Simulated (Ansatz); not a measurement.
Run this with the Ansatz DFT code, driven from Python and show what comes out.

Contents of `scf.yaml`:
```yaml
crystal:
  lattice:
    - [-2.208109, 2.208109, 8.045868]
    - [2.208109, -2.208109, 8.045868]
    - [2.208109, 2.208109, -8.045868]
  atoms:
    - { symbol: K, position: [0.25, 0.75, 0.5] }
    - { symbol: K, position: [0.5, 0.5, 0.0] }
kpoints:
  mp_grid: { grid: [7, 7, 7] }
hamiltonian:
  xc: pbesol
scf:
  occupations: { method: fermi_dirac, width: 0.15 }
basis:
  ecutwfc: "38 Ry"
  xc_grid: 1
output:
  stress: true
  eigenvalues: true
```

`yaml_run_k.py`:
```python
# -*- coding: utf-8 -*-
"""K from YAML text."""

import json

import ansatz as az
import numpy as np


def main():
    done = az.Session.from_deck("scf.yaml").plan().execute()
    report = done.report

    energy = report["free_energy_ev"]
    print("K: {:.6f} eV = {:.6f} Ry = {:.6f} Ha".format(energy, energy / 13.605693, energy / 27.211386))
    print("Fermi level {:.4f} eV, {} k-points, {} symmetry operations".format(report["fermi_energy_ev"], report["n_kpoints"], report["n_symmetry_ops"]))

    fermi = report["fermi_energy_ev"]
    print("levels less the Fermi level (eV) at the first k-points")
    for k, levels in list(zip(report["kpoints_frac"], report["eigenvalues_ev"]))[:3]:
        print("k = ({:.3f}, {:.3f}, {:.3f})".format(*k))
        print("   ", " ".join(f"{e - fermi:.3f}" for e in levels))

    # the stress is positive in compression
    sigma = report["stress_gpa"]
    voigt = [sigma[0][0], sigma[1][1], sigma[2][2], sigma[1][2], sigma[0][2], sigma[0][1]]
    print("stress xx yy zz yz xz xy (GPa, compression positive):", " ".join(f"{s:.3f}" for s in voigt))
    print("P =", round(10 * float(np.mean(voigt[:3])), 2), "kbar")

    keep = ["free_energy_ev", "energy_sigma0_ev", "fermi_energy_ev", "n_iterations", "converged", "magnetization_mub", "n_kpoints"]
    with open("k.json", "w") as handle:
        json.dump({key: report[key] for key in keep}, handle, indent=1)


if __name__ == "__main__":
    main()
```

```console
$ python yaml_run_k.py
K: -3031.982823 eV = -222.846629 Ry = -111.423315 Ha
Fermi level 1.4631 eV, 40 k-points, 16 symmetry operations
levels less the Fermi level (eV) at the first k-points
k = (0.000, 0.000, 0.000)
    -32.110 -32.107 -15.687 -15.623 -15.623 -15.620 -15.620 -15.619 -2.060 0.238 0.421 3.155 3.157 3.633
k = (0.000, 0.000, 0.143)
    -32.109 -32.106 -15.682 -15.636 -15.635 -15.632 -15.630 -15.618 -1.704 0.614 0.619 2.962 2.980 3.377
k = (0.000, 0.000, 0.286)
    -32.106 -32.104 -15.673 -15.661 -15.659 -15.658 -15.649 -15.621 -0.695 1.230 1.519 2.451 2.670 2.711
stress xx yy zz yz xz xy (GPa, compression positive): -0.137 -0.137 -0.161 -0.000 -0.000 0.000
P = -1.45 kbar
```

File `k.json` afterwards:
```json
{
 "free_energy_ev": -3031.982823210182,
 "energy_sigma0_ev": -3031.924666651299,
 "fermi_energy_ev": 1.4630990565104072,
 "n_iterations": 6,
 "converged": true,
 "magnetization_mub": 0.0,
 "n_kpoints": 40
}
```

What to keep in mind:
- The settings weren't tested for convergence.
- The computed bands are complete only to about 2.6 eV above the Fermi level.
- The mesh is modest for a metal, so energies can be off by several to tens of meV an atom and pressures by half a GPa or more; differences at equal mesh fare better.
- An absolute Fermi energy rests on an arbitrary zero of the periodic potential and has no direct meaning.
- This isn't the structure that K takes at ambient conditions.
- Gaps and levels are Kohn-Sham values on a finite set of k-points.
- Timing: 8 s on 1 thread of Arm Neoverse N1, on a shared host, peak memory 0.47 GiB.

(A comment or docstring line of the script was reworded after the run, the code is as it ran; lines on the test bed's own set-up are left out of the output.)
